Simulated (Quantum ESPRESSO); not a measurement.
The system is InTe2.

```xyz
3
Lattice="0.0000 3.6301 3.6301 3.6301 0.0000 3.6301 3.6301 3.6301 0.0000" Properties=species:S:1:pos:R:3 pbc="T T T"
In    5.4451    5.4451    5.4451
Te    0.0000    0.0000    0.0000
Te    1.8150    1.8150    1.8150
```

The cell was built by a generator and needn't be a form met in nature.

- Program: Quantum ESPRESSO 7.5
- Task: phonons
- Functional: WC
- Potentials or basis: GBRV 1.5 PBE
- Cutoff: 762 eV
- Density cutoff: 6095 eV
- k mesh: 2 × 2 × 2, shifted
- Occupations: fermi-dirac, width 0.05 eV
- Spin: no spin polarisation
- Mixing beta: 0.5
- Most SCF iterations: 120
- SCF threshold: 6e-10 Ry

The cell and the atoms were relaxed first, to 33.39 Å³/atom (a = 5.213 Å, b = 5.213 Å, c = 5.213 Å, α = 60.00°, β = 60.00°, γ = 60.00°), and the response was taken there.

**Question.** Where do the zone-centre optical modes lie?

**Answer.** T2 at 133i cm⁻¹ (IR and Raman); T2 at 54 cm⁻¹ (IR and Raman). Imaginary frequencies mark an instability of this cell.

Optical modes at Γ, degenerate ones joined:
```
cm⁻¹  components  symmetry     active in
133i           3        T2  IR and Raman
  54           3        T2  IR and Raman
```

Caveat: the k mesh is coarse (spacing up to 0.75 Å⁻¹), so the values aren't converged; the mesh is thin for the phonons of a metal; the potentials were made for another functional, which shifts forces and pressure; some modes are imaginary.
